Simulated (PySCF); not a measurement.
# C2H8N2Si: the cost of one run

Programs: PySCF 2.14.0, with density-fitted response routines of our own. Each step states its level of theory. These are calculated values for one molecule in the gas phase, unless marked as measured. Atoms count from 0, in the outputs and in this text.

### 1 The starting structure

13 atoms, charge 0, multiplicity 1; geometry from: GFN2-xTB. The atoms were then displaced at random by about 0.01 Å, so the start is not that level's minimum.

Bonds of the start (Å): C0–C1 1.50, C1–N2 1.26, N2–Si3 1.67, Si3–N4 1.74, C0–H5 1.06, C0–H6 1.09, C0–H7 1.12, C1–H8 1.11, Si3–H9 1.46, Si3–H10 1.49, N4–H11 1.03, N4–H12 1.02.

### 2 Optimising the geometry at PBE0-D3(BJ)/def2-SVP

What the job is given:

```
{"job": {"xc": "PBE0", "basis": "def2-SVP", "d3": "d3bj", "grid": 1, "shake": 0.01, "kind": "geom"}, "charge": 0, "multiplicity": 1}
C      2.459000     0.146060    -0.084380
C      1.116640    -0.469240     0.202190
N      0.043480    -0.081370    -0.342930
Si    -1.568380    -0.521760    -0.247050
N     -2.566880     0.838630     0.170790
H      3.116620    -0.567900    -0.500060
H      2.887250     0.548500     0.833730
H      2.331830     0.990380    -0.802980
H      1.165090    -1.289890     0.944920
H     -1.935600    -0.891900    -1.606290
H     -1.963960    -1.548340     0.755760
H     -2.493830     1.194290     1.131770
H     -2.585440     1.635670    -0.465790
```

Started as:

```sh
$ OMP_NUM_THREADS=1 python probes_run.py task.json out
```

This one command runs all jobs of the session in turn.

Q: Estimate the wall time and peak memory of this first job on 1 thread of Arm Neoverse V2, shared host.

About 32 s, with a peak of 0.47 GiB.
